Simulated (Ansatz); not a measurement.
The same path of a periodic cell of 63 atoms, C (host C, host structure diamond, one C atom removed) was run twice with different band settings. Lost on the way: C17–C22, C21–C22, C22–C23. Made: C5–C22, C22–C30, C22–C36.

The calculation used Ansatz, DFT PBE, scalar-relativistic, plane waves, PAW. Settings: PAW set soft_1, cutoff 420 eV, k mesh 2x2x2, gaussian smearing 0.05 eV, no spin polarisation.

Relaxed end points:

```xyz
63
Lattice="7.1400 0.0000 0.0000 0.0000 7.1400 0.0000 0.0000 0.0000 7.1400" Properties=species:S:1:pos:R:3
C 3.557 -0.002 -0.007
C 4.467 0.891 0.905
C 5.353 1.781 0.005
C 6.244 2.664 0.907
C 5.275 -0.067 1.717
C -0.011 0.005 0.005
C 0.875 0.895 0.905
C 1.785 1.789 -0.006
C 2.673 2.677 0.894
C 3.565 3.570 0.001
C 4.458 4.460 0.895
C 5.345 5.350 -0.006
C 6.238 6.262 0.907
C 1.775 0.005 1.789
C 2.671 0.893 2.678
C 3.566 1.782 1.789
C 4.467 2.666 2.680
C 5.353 3.566 1.790
C 6.241 4.463 2.678
C 3.566 0.005 3.567
C 4.467 0.895 4.450
C 5.275 1.853 3.638
C 6.238 2.664 4.449
C 5.353 0.005 5.351
C 6.241 0.893 6.248
C -0.003 3.577 -0.006
C 0.884 4.466 0.895
C 1.777 5.357 0.001
C 2.669 6.250 0.894
C 0.066 1.854 1.718
C 0.875 2.666 2.676
C 1.785 3.578 1.782
C 2.671 4.463 2.678
C 3.557 5.349 1.782
C 4.467 6.261 2.676
C 0.066 -0.067 3.638
C 0.875 0.892 4.450
C 1.775 1.782 3.567
C 2.669 2.677 4.461
C 3.557 3.578 3.574
C 4.458 4.466 4.461
C 5.353 5.361 3.566
C 6.244 6.263 4.449
C 1.785 -0.002 5.362
C 2.671 0.893 6.248
C 3.557 1.789 5.362
C 4.458 2.676 6.251
C 5.345 3.577 5.361
C 6.241 4.463 6.248
C -0.011 5.361 1.790
C 0.875 6.261 2.680
C -0.011 3.566 3.566
C 0.884 4.460 4.461
C 1.785 5.349 3.574
C 2.673 6.250 4.461
C -0.011 1.781 5.351
C 0.884 2.676 6.245
C 1.777 3.570 5.354
C 2.671 4.463 6.248
C 3.565 5.357 5.354
C 4.458 6.250 6.245
C -0.003 5.350 5.361
C 0.884 6.250 6.251
```

```xyz
63
Lattice="7.1400 0.0000 0.0000 0.0000 7.1400 0.0000 0.0000 0.0000 7.1400" Properties=species:S:1:pos:R:3
C 3.571 0.001 0.003
C 4.466 0.896 0.896
C 5.355 1.785 0.000
C 6.244 2.674 0.896
C 5.357 0.012 1.797
C -0.001 0.001 -0.003
C 0.899 0.889 0.886
C 1.785 1.785 0.000
C 2.671 2.681 0.886
C 3.571 3.569 -0.003
C 4.459 4.469 0.886
C 5.355 5.355 0.000
C 6.251 6.241 0.886
C 1.788 0.001 1.786
C 2.681 0.896 2.681
C 3.582 1.787 1.797
C 4.392 2.748 2.607
C 5.353 3.558 1.797
C 6.244 4.459 2.681
C 3.582 0.012 3.572
C 4.392 0.822 4.533
C 6.318 0.822 2.607
C 6.318 2.748 4.533
C 5.353 0.012 5.343
C 6.244 0.896 6.244
C -0.001 3.569 0.003
C 0.892 4.462 0.893
C 1.785 5.355 0.000
C 2.678 6.248 0.893
C -0.012 1.783 1.797
C 0.889 2.674 2.681
C 1.782 3.569 1.786
C 2.671 4.469 2.674
C 3.571 5.358 1.786
C 4.466 6.251 2.681
C -0.012 0.012 3.568
C 0.889 0.896 4.459
C 1.785 1.785 3.570
C 2.681 2.674 4.459
C 3.582 3.558 3.568
C 4.466 4.459 4.459
C 5.355 5.355 3.570
C 6.244 6.251 4.459
C 1.782 0.001 5.354
C 2.671 0.889 6.254
C 3.582 1.783 5.343
C 4.466 2.674 6.244
C 5.357 3.558 5.343
C 6.251 4.469 6.254
C -0.001 5.352 1.786
C 0.899 6.241 2.674
C -0.012 3.558 3.572
C 0.899 4.469 4.466
C 1.785 5.355 3.570
C 2.671 6.241 4.466
C -0.012 1.787 5.343
C 0.899 2.681 6.254
C 1.788 3.569 5.354
C 2.678 4.462 6.247
C 3.571 5.352 5.354
C 4.459 6.241 6.254
C -0.001 5.358 5.354
C 0.892 6.248 6.247
```

Common settings: climbing image yes; spring 5.0 eV/Å²; optimiser quadratic models (default); end points relaxed.

| run | movable images | start path | force threshold | iteration limit |
| --- | --- | --- | --- | --- |
| 1 | 5 | IDPP | 0.03 eV/Å | 64 |
| 2 | 2 | default | 0.05 eV/Å | 50 |

Q: What does each run give, and how far can it be trusted?

A: Run 1: converged after 11 iterations, highest image 2.712 eV above the first end. Neighbouring images differ by up to 1.3 eV, so the band resolves the path poorly. By the program's own check the climbing image is of a kind that is not told: the force calls were inconclusive, a negative curvature could not be distinguished from the path's own, the only one lies far off the path, or fixed occupations may fill a level only in part (lowest curvatures found: -14.44 and 3.72 eV/Å²).
Run 2: converged after 6 iterations, highest image 2.850 eV above the first end. Neighbouring images differ by up to 2.9 eV, so the band resolves the path poorly. The order of the stationary point at the top wasn't checked. So few images can step over the top or miss a turn of the path.
Limits of this set-up: coarse k mesh.
